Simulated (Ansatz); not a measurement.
Crystal: ZrB.

```
CELL_PARAMETERS angstrom
0.00000 2.32500 2.32500
2.32500 0.00000 2.32500
2.32500 2.32500 0.00000
ATOMIC_POSITIONS crystal
Zr 0.00000 0.00000 0.00000
B 0.50000 0.50000 0.50000
```

| Property | Result |
| --- | --- |
| Program | Ansatz 0.2.0 |
| Task | relaxation of cell and atoms |
| Functional | LDA |
| Potentials or basis | Ansatz PAW |
| Cutoff | 420 eV (not typed: the program's choice for these potentials) |
| k mesh | 10 × 10 × 10 |
| Occupations | fermi-dirac, width 0.05 eV |
| Spin | no spin polarisation |
| Hubbard terms | Zr d U = 2 eV |

At the start: volume 12.57 Å³/atom.

Task: How do energy, volume and symmetry change on relaxing?

Result: It ends after 7 steps and the volume is 14.30 Å³/atom (+13.8 %); space group Fm-3m (No. 225, to 0.05 Å).

Step by step:
| step | energy change (eV) | largest force (eV/Å) | volume (Å³) |
| --- | --- | --- | --- |
| 1 | 0.0000 | 0.0000 | 25.14 |
| 2 | -0.2678 | 0.0000 | 28.99 |
| 3 | -0.2710 | 0.0000 | 28.65 |
| 4 | -0.2711 | 0.0000 | 28.58 |
| 5 | -0.2747 | 0.0000 | 28.58 |
| 6 | -0.2747 | 0.0000 | 28.61 |
| 7 | -0.2747 | 0.0000 | 28.61 |

Final structure:
```
CELL_PARAMETERS angstrom
0.00000 2.42749 2.42749
2.42749 0.00000 2.42749
2.42749 2.42749 0.00000
ATOMIC_POSITIONS crystal
Zr 0.00000 0.00000 0.00000
B 0.50000 0.50000 0.50000
```

Caveat: the plane-wave basis is chosen anew once the cell has moved, so the energies of steps on either side of that aren't comparable; U without spin polarisation on a metal has little footing; the PAW data sets come from PBE, with cores solved anew for the run's functional, which leaves a small shift of forces and pressure; the U is typed as a test and isn't derived for this compound.
